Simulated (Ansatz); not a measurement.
The system is MnCoGe.

```
Ge Co Mn
1.0
     4.09114    0.00000    0.00000
    -2.04557    3.54303    0.00000
     0.00000    0.00000    5.14388
Ge Co Mn
2 2 2
Cartesian
  0.0000 2.3620 1.2860
  2.0456 1.1810 3.8579
  2.0456 1.1810 1.2860
  0.0000 2.3620 3.8579
  0.0000 0.0000 2.5719
  0.0000 0.0000 0.0000
```

The cell is a database's computed one.

- Program: Ansatz 0.2.0
- Task: single point
- Functional: PBEsol
- Potentials or basis: Ansatz PAW
- Cutoff: 420 eV (not typed: the program's choice for these potentials)
- k mesh: 8 × 8 × 5
- Occupations: fermi-dirac, width 0.05 eV
- Spin: collinear spin, ferromagnetic start
- Starting moments: [0.0, 0.0, 2.0, 2.0, 4.0, 4.0] μB

On this cell: pressure -9.7 GPa; largest force under 0.003 eV/Å; net moment 6.11 μB per cell; site moments Ge -0.06; Co +0.44; Mn +2.64 μB; band gap on the k mesh none (metal or under the smearing width).

The same run follows on a disturbed copy (atoms moved at random, drawn with an rms of 0.05 Å):

```
Ge Co Mn
1.0
     4.09114    0.00000    0.00000
    -2.04557    3.54303    0.00000
     0.00000    0.00000    5.14388
Ge Co Mn
2 2 2
Direct
  0.33442 0.67902 0.25501
  0.66807 0.32291 0.75411
  0.67424 0.33538 0.24606
  0.32879 0.67484 0.75765
  0.00752 0.00353 0.50211
  0.99420 0.00385 0.00033
```

Q: What does the disturbed cell give?

A: The energy (extrapolated to zero smearing) moves by +10.7 meV/atom; pressure -9.1 GPa; largest force 0.864 eV/Å; net moment 6.14 μB per cell; site moments Ge -0.06; Co +0.44, +0.45; Mn +2.64 μB; band gap on the k mesh none (metal or under the smearing width).

Forces on the atoms (eV/Å):
```
Ge   0.397 -0.399  0.026
Ge  -0.510  0.686 -0.128
Co  -0.358  0.278  0.189
Co   0.402 -0.517 -0.169
Mn  -0.162 -0.001 -0.024
Mn   0.233 -0.047  0.106
```

Stress tensor (GPa, compression positive):
```
-10.29   0.94   0.08
  0.94  -7.81  -0.03
  0.08  -0.03  -9.25
```

Caveats: the PAW data sets come from PBE, with cores solved anew for the run's functional, which leaves a small shift of forces and pressure.
